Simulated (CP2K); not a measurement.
**SiF under changes of volume**

One of the cells (13.890 Å³/atom); the others are scaled copies at fixed shape and fractional positions:

```xyz
2
Lattice="3.0286 0.0000 0.0000 0.0000 3.0286 0.0000 0.0000 0.0000 3.0286" Properties=species:S:1:pos:R:3 pbc="T T T"
Si    1.5143    1.5143    1.5143
F     0.0000    0.0000    0.0000
```

The cell was built by a generator and needn't be a form met in nature.

* Program: CP2K 2026.2
* Functional: LDA
* Potentials or basis: GTH_POTENTIALS Si GTH-PADE-q4, F GTH-PADE-q7; TZVP-MOLOPT-PBE-GTH basis
* Density cutoff: 10204 eV
* k mesh: 9 × 9 × 9
* Occupations: fermi-dirac, width 0.0259 eV
* Spin: no spin polarisation

```csv
volume (Å³/atom),energy over the lowest point (meV/atom),pressure (GPa)
13.056,0.00,-1.0
13.334,?,?
13.612,9.40,-4.4
13.890,18.25,-5.8
14.168,29.47,-7.0
14.445,42.75,-8.1
14.723,57.82,-9.1
```

What does the run at 13.334 Å³/atom give?

Energy over the lowest point 3.21 meV/atom; pressure -2.8 GPa.

Worked out: A Birch-Murnaghan fit of order 3 (a polynomial in V^(-2/3)) to the other rows has its minimum at 12.93 Å³/atom, just outside them, with B0 = V·E''(V) = 97 GPa and B' = 4.9. It gives 3.18 meV/atom at 13.334 Å³/atom, against the run's 3.21, and -dE/dV = -2.7 GPa, against -2.8.

Energies are extrapolated to zero smearing.

Caveats: the basis of atomic orbitals isn't converged, which shifts pressures, moduli and gaps; an odd number of electrons without spin polarisation forces a metal; a magnetic or distorted state may lie lower.
